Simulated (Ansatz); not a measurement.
# C2H6OSi: how energies converge with the basis set

The task here is to estimate one member of a computed series from the others.

Program: Ansatz 0.2.0, Gaussian basis. Level of theory: one geometry, several basis sets. These are calculated values, not measurements.

Levels to be run: PBE0-D4/def2-SVP; ωB97M-V/def2-SVP; PBE0-D4/def2-QZVPP; ωB97M-V/def2-QZVPP; the functionals' def2-TZVPP values are taken from earlier runs.

## Structure used throughout

All runs share one geometry, relaxed beforehand with PBE0-D4 in a triple-zeta def2 set.

SMILES `C=C(O)[SiH3]`, 10 atoms, charge 0, spin multiplicity 1.

Atoms are counted from 1 here; the program's logs count them from 0.

Bond lengths: C1–C2 1.332 Å, C1–H5 1.085 Å, C1–H6 1.081 Å, C2–O3 1.368 Å, C2–Si4 1.875 Å, O3–H7 0.960 Å, Si4–H8 1.489 Å, Si4–H9 1.482 Å, Si4–H10 1.489 Å. Angles: C2–C1–H5 121.4°, C2–C1–H6 120.3°, H5–C1–H6 118.3°, C1–C2–O3 119.1°, C1–C2–Si4 121.2°, O3–C2–Si4 119.8°, C2–O3–H7 110.6°, C2–Si4–H8 109.7°, C2–Si4–H9 109.4°, C2–Si4–H10 109.7°, H8–Si4–H9 110.4°, H8–Si4–H10 107.1°, H9–Si4–H10 110.4°.

As a file:

```xyz
10
C2H6OSi
C    -0.9390    1.1313   -0.6435
C     0.0017    0.1946   -0.5378
O     0.7492   -0.1236   -1.6385
Si    0.3139   -0.6877    1.0865
H    -1.1224    1.6443   -1.5820
H    -1.5417    1.3989    0.2132
H     1.3872   -0.8086   -1.4272
H     0.1258   -2.1540    0.9064
H    -0.6175   -0.1696    2.1157
H     1.7259   -0.4767    1.5102
```

Set-up of the first run:

in.yaml

```yaml
crystal:
  periodic: [false, false, false]
  atoms:
    - {symbol: C, position_ang: [-0.939044, 1.131296, -0.643462]}
    - {symbol: C, position_ang: [0.001681, 0.194624, -0.537780]}
    - {symbol: O, position_ang: [0.749247, -0.123622, -1.638457]}
    - {symbol: Si, position_ang: [0.313897, -0.687700, 1.086534]}
    - {symbol: H, position_ang: [-1.122355, 1.644331, -1.582027]}
    - {symbol: H, position_ang: [-1.541733, 1.398880, 0.213197]}
    - {symbol: H, position_ang: [1.387180, -0.808634, -1.427167]}
    - {symbol: H, position_ang: [0.125754, -2.154021, 0.906376]}
    - {symbol: H, position_ang: [-0.617456, -0.169577, 2.115694]}
    - {symbol: H, position_ang: [1.725930, -0.476678, 1.510193]}
basis:
  gaussian: {orbitals: def2-SVP}
hamiltonian: {xc: pbe0, dispersion: d4}
output: {orbitals: {seedname: orbitals}}
```

On the command line:

```sh
$ ansatz run in.yaml --threads 2 --pin off --events-out ev --progress --plain --max-ram 4352MiB
```

Steps of the session up to this table: PBE0-D4 in def2-SVP; ωB97M-V in def2-SVP; PBE0-D4 in def2-QZVPP; ωB97M-V in def2-QZVPP.

One table of the session follows, with a row left open; its other results are not shown here.

| functional | basis | HOMO (eV) | LUMO (eV) |
| --- | --- | --- | --- |
| PBE0-D4 | def2-SVP | -6.77 | 0.20 |
| PBE0-D4 | def2-TZVPP | -6.93 | -0.01 |
| PBE0-D4 | def2-QZVPP | -6.96 | -0.14 |
| ωB97M-V | def2-SVP | -8.98 | 2.28 |
| ωB97M-V | def2-TZVPP | ? | ? |
| ωB97M-V | def2-QZVPP | -9.20 | 1.24 |

Estimate the missing values for ωB97M-V, def2-TZVPP.

The run gave: HOMO (eV): -9.17; LUMO (eV): 1.67. In the column «HOMO (eV)» it lies between ωB97M-V, def2-QZVPP (-9.20) and ωB97M-V, def2-SVP (-8.98).
